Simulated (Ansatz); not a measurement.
**CH3GaO (SMILES O=[CH][GaH2]): single points off equilibrium**

The atoms stand at a structure displaced at random from a GFN2-xTB minimum. How far do the functionals agree with CCSD(T) there?

Method: single points in def2-TZVPP; program: Ansatz 0.2.0, Gaussian basis.

Cores are frozen in the correlated methods. Filled d shells of the heavier atoms are correlated.

### Step 1. The system as given

SMILES `O=[CH][GaH2]`, 6 atoms, charge 0, spin multiplicity 1.

Atoms are counted from 1 here; the program's logs count them from 0.

Bond lengths: O1–C2 1.221 Å, C2–Ga3 2.040 Å, C2–H4 1.080 Å, Ga3–H5 1.579 Å, Ga3–H6 1.611 Å. Angles: O1–C2–Ga3 106.1°, O1–C2–H4 118.3°, Ga3–C2–H4 135.5°, C2–Ga3–H5 104.0°, C2–Ga3–H6 133.4°, H5–Ga3–H6 122.4°.

Coordinates:

```xyz
6
charge 0, multiplicity 1
O     0.4077   -1.6829   -0.3154
C    -0.5364   -0.9636   -0.0309
Ga    0.1979    0.9392    0.0258
H    -1.4952   -1.4252    0.1525
H     1.7258    0.7693   -0.3351
H    -0.4399    2.3599    0.4394
```

### Step 2. CCSD(T)/def2-TZVPP

Contents of run/in.yaml:

```yaml
crystal:
  periodic: [false, false, false]
  atoms:
    - {symbol: O, position_ang: [0.407700, -1.682900, -0.315400]}
    - {symbol: C, position_ang: [-0.536400, -0.963600, -0.030900]}
    - {symbol: Ga, position_ang: [0.197900, 0.939200, 0.025800]}
    - {symbol: H, position_ang: [-1.495200, -1.425200, 0.152500]}
    - {symbol: H, position_ang: [1.725800, 0.769300, -0.335100]}
    - {symbol: H, position_ang: [-0.439900, 2.359900, 0.439400]}
basis:
  gaussian: {orbitals: def2-TZVPP}
correlation: {method: ccsd_t}
output: {forces: true}
```

The command line of these runs was not kept.

### Step 3. PBE0-D4/def2-TZVPP

run/in.yaml, as its differences from that of step 2:

```diff
@@ -11,3 +11,3 @@
   gaussian: {orbitals: def2-TZVPP}
-correlation: {method: ccsd_t}
-output: {forces: true}
+hamiltonian: {xc: pbe0, dispersion: d4}
+output: {forces: true, orbitals: {seedname: orbitals}}
```

### Step 4. wB97M-V/def2-TZVPP

run/in.yaml, as its differences from that of step 3:

```diff
@@ -11,3 +11,3 @@
   gaussian: {orbitals: def2-TZVPP}
-hamiltonian: {xc: pbe0, dispersion: d4}
-output: {forces: true, orbitals: {seedname: orbitals}}
+hamiltonian: {xc: {name: wB97M-V}}
+output: {forces: true}
```

### Step 5. r2SCAN-D4/def2-TZVPP

run/in.yaml, as its differences from that of step 4:

```diff
@@ -11,3 +11,3 @@
   gaussian: {orbitals: def2-TZVPP}
-hamiltonian: {xc: {name: wB97M-V}}
+hamiltonian: {xc: r2scan, dispersion: d4}
 output: {forces: true}
```

### Step 6. PBE-D4/def2-TZVPP

run/in.yaml, as its differences from that of step 5:

```diff
@@ -11,3 +11,3 @@
   gaussian: {orbitals: def2-TZVPP}
-hamiltonian: {xc: r2scan, dispersion: d4}
+hamiltonian: {xc: pbe, dispersion: d4}
 output: {forces: true}
```

### Step 7. BLYP-D4/def2-TZVPP

run/in.yaml, as its differences from that of step 6:

```diff
@@ -11,3 +11,3 @@
   gaussian: {orbitals: def2-TZVPP}
-hamiltonian: {xc: pbe, dispersion: d4}
+hamiltonian: {xc: {name: BLYP}, dispersion: d4}
 output: {forces: true}
```

### Step 8. SPW92/def2-TZVPP

run/in.yaml, as its differences from that of step 7:

```diff
@@ -11,3 +11,3 @@
   gaussian: {orbitals: def2-TZVPP}
-hamiltonian: {xc: {name: BLYP}, dispersion: d4}
+hamiltonian: {xc: lda}
 output: {forces: true}
```

(Steps that only read results are left out.)

Q: Predict the outcome of this session. Wanted: energy less free atoms, CCSD(T)/def2-TZVPP; RMS force component; RMS force error; HOMO and LUMO, PBE0-D4; T1 diagnostic.

The runs gave:

```
                                  quantity                                                                                         value
energy less free atoms, CCSD(T)/def2-TZVPP                                                                                -1838.9 kJ/mol
                       RMS force component                                                          0.461 to 0.681 eV/Å over the methods
                           RMS force error  PBE0-D4 0.435, wB97M-V 0.342, r2SCAN-D4 0.322, PBE-D4 0.206, BLYP-D4 0.178, SPW92 0.453 eV/Å
                    HOMO and LUMO, PBE0-D4                                                                            -6.71 and -2.51 eV
                             T1 diagnostic                                                                                         0.015
```

What this shows: Against CCSD(T) the functionals' energies less atoms differ by -351.9 to -26.4 kJ/mol, PBE-D4 by -85.4 kJ/mol. A larger basis would deepen the CCSD(T) value, while the functionals are nearly converged already, so the order here is not reliable. On forces the order runs from BLYP-D4 to SPW92. Frozen-core CCSD(T) forces in triple zeta carry basis errors of their own, and this is one geometry, so small gaps rank nothing.
